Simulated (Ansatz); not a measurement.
Write a Python script for Ansatz 0.2.0, Python API that makes an active-space calculation of AlAsH4Si, SMILES [AlH]1[SiH2][AsH]1. Settings: SC-NEVPT2, def2-SVP basis, multiplicity 1.

```xyz
7

Al   -1.1869   -0.5286   -0.5895
Si    0.3495    0.8746    0.5243
As    0.6013   -1.3764    0.7513
H    -2.4193   -0.6671   -1.5693
H     1.3444    1.5242   -0.3620
H    -0.1913    1.5828    1.7032
H     1.5635   -1.4775   -0.5037
```

The script, `cas_alash4si.py`:
```python
"""Static correlation in AlAsH4Si: natural occupations of an active space."""

import ansatz as az
from ase import Atoms


def main() -> None:
    atoms = Atoms(["Al", "Si", "As", "H", "H", "H", "H"], positions=[
        [-1.1869, -0.5286, -0.5895],
        [0.3495, 0.8746, 0.5243],
        [0.6013, -1.3764, 0.7513],
        [-2.4193, -0.6671, -1.5693],
        [1.3444, 1.5242, -0.362],
        [-0.1913, 1.5828, 1.7032],
        [1.5635, -1.4775, -0.5037],
    ])
    geometry = az.Crystal.molecule_from_ase(atoms)

    model = (
        geometry.calculation()
        .basis(gaussian="def2-SVP")  # atom-centred Gaussian functions
        .correlation(active_electrons=2, active_orbitals=2)  # correlation on top of the mean field
    )
    for method in ["sc_nevpt2"]:
        report = (model if method is None else model.correlation(method)).run(threads=1, backend="cpu").report
        space = report["configurations"]
        state = space["states"][0]
        print(method or "casscf", f"total {report['free_energy_ev'] / 27.211386246:.6f} Ha, active-space state {state['energy']['hartree']:.6f} Ha, mean field {report['reference_energy_ev'] / 27.211386246:.6f} Ha")
        print("  determinants", state["n_determinants"], " natural occupations", [round(n, 3) for n in space["natural_occupations"]])
    print("effectively unpaired electrons, sum of min(n, 2 - n):", round(sum(min(n, 2 - n) for n in space["natural_occupations"]), 3))


if __name__ == "__main__":
    main()
```

```console
$ python cas_alash4si.py
sc_nevpt2 total -2767.280448 Ha, active-space state -2766.905338 Ha, mean field -2766.888412 Ha
  determinants 4  natural occupations [1.967, 0.033]
effectively unpaired electrons, sum of min(n, 2 - n): 0.066
```

What to keep in mind:
- Total energies depend on the basis set; only differences at equal settings carry meaning.
- The geometry is a force-field or estimated start, not a minimum of this method, and the basis set is short of its limit. The active space starts as a window about the frontier orbitals and is then optimised, not chosen by chemistry.
- Run time: 7.4 s on 1 thread of Intel(R) Xeon(R) 6975P-C (Granite Rapids) (shared host), peak memory 0.28 GiB.

(Lines on the test bed's own set-up are left out of the output.)
